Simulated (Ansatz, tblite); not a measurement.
**[TcOF4]-: one state, many levels**

An exercise on one series of results from a longer session: the logs are not shown, and one member is left open.

Method: as each input shows; program: Ansatz 0.2.0, Gaussian basis.

Plan: GFN1-xTB, GFN2-xTB, PBE-D4/def2-TZVPD, r2SCAN-D4/def2-TZVPD, revPBE-D4/def2-TZVPD, LC-ωPBE/def2-TZVPD, r2SCANh-D4/def2-TZVPD, ωB97M-V/def2-TZVPD, BHLYP-D4/def2-TZVPD, PBE-D4/def2-SVPD, PBE0-D4/def2-SVPD, CCSD(T)/def2-SVPD, MP2/def2-TZVPD, RPA/def2-TZVPD.

2 further runs of the same task are left out: 2 set aside as unsound or not needed. Runs told in other sessions of the task aren't counted.

### The relaxed structure

The geometry is that of the singlet, from an earlier relaxation (PBE0-D4/def2-SVPD).

6 atoms, charge -1, spin multiplicity 1.

Bond lengths: Tc1–O2 1.624 Å, Tc1–F3 1.907 Å, Tc1–F4 1.907 Å, Tc1–F5 1.907 Å, Tc1–F6 1.907 Å. Angles: O2–Tc1–F3 110.3°, O2–Tc1–F4 110.3°, O2–Tc1–F5 110.3°, O2–Tc1–F6 110.3°, F3–Tc1–F4 83.1°, F3–Tc1–F5 139.3°, F3–Tc1–F6 83.1°, F4–Tc1–F5 83.1°, F4–Tc1–F6 139.4°, F5–Tc1–F6 83.1°.

Formally the metal is d2. Tc takes a core potential in the def2 sets. No spin-orbit coupling is included. The ion is computed in the gas phase, without counter-ions or solvent.

PBE0-D4/def2-TZVPD was run before; its log isn't repeated, and its numbers join the tables.

The first run:

Tight binding, by tblite at 300 K electronic temperature and without a spin-polarisation term:

```python
tblite.interface.Calculator('GFN1-xTB', numbers, positions, charge=-1, uhf=0).singlepoint()
```

Tight binding, by tblite at 300 K electronic temperature and without a spin-polarisation term:

```python
tblite.interface.Calculator('GFN2-xTB', numbers, positions, charge=-1, uhf=0).singlepoint()
```

start.molden holds the orbitals of an earlier run on this state, given as this run's starting guess.

in.yaml

```yaml
crystal:
  periodic: [false, false, false]
  atoms:
    - {symbol: Tc, position_ang: [0.000350, -0.000671, 0.170546]}
    - {symbol: O, position_ang: [0.003675, -0.007064, 1.794769]}
    - {symbol: F, position_ang: [1.786812, 0.013592, -0.495859]}
    - {symbol: F, position_ang: [-0.012675, 1.790562, -0.483360]}
    - {symbol: F, position_ang: [-1.788856, -0.009729, -0.488567]}
    - {symbol: F, position_ang: [0.010694, -1.786690, -0.497529]}
basis:
  gaussian: {orbitals: def2-TZVPD, initial_orbitals: start.molden}
total_charge: -1
hamiltonian: {xc: pbe, dispersion: d4}
scf: {omitted_lower_state_checks: [starts]}
output: {orbitals: {seedname: orbitals}}
```

Run with:

```bash
> ansatz run in.yaml --threads 4 --pin off --events-out ev --progress --plain --max-ram 3916MiB
```

Among the steps run: PBE-D4/def2-TZVPD; r2SCAN-D4/def2-TZVPD; revPBE-D4/def2-TZVPD; LC-ωPBE/def2-TZVPD; r2SCANh-D4/def2-TZVPD; ωB97M-V/def2-TZVPD; BHLYP-D4/def2-TZVPD; PBE-D4/def2-SVPD; PBE0-D4/def2-SVPD; CCSD(T)/def2-SVPD; MP2/def2-TZVPD; RPA/def2-TZVPD.

One table of the session follows, with a row left open; its other results are not shown here.

It belongs to the step «Levels side by side». 

```
                level  HOMO (eV)  LUMO (eV)  gap (eV)
     PBE-D4/def2-SVPD       0.33       1.45      1.12
    PBE-D4/def2-TZVPD       0.46       1.60      1.14
 revPBE-D4/def2-TZVPD       0.54       1.69      1.15
 r2SCAN-D4/def2-TZVPD       0.11       1.61      1.50
r2SCANh-D4/def2-TZVPD      -0.71       1.90      2.61
    PBE0-D4/def2-SVPD      -1.82       2.18      4.00
   PBE0-D4/def2-TZVPD      -1.66       2.37      4.03
  BHLYP-D4/def2-TZVPD          ?          ?         ?
   LC-ωPBE/def2-TZVPD      -4.76       4.64      9.39
   ωB97M-V/def2-TZVPD      -4.49       4.20      8.69
```

Estimate the missing values for BHLYP-D4/def2-TZVPD.

As computed: HOMO (eV): -3.92; LUMO (eV): 3.23; gap (eV): 7.16. In the column «HOMO (eV)» it lies between ωB97M-V/def2-TZVPD (-4.49) and PBE0-D4/def2-SVPD (-1.82).
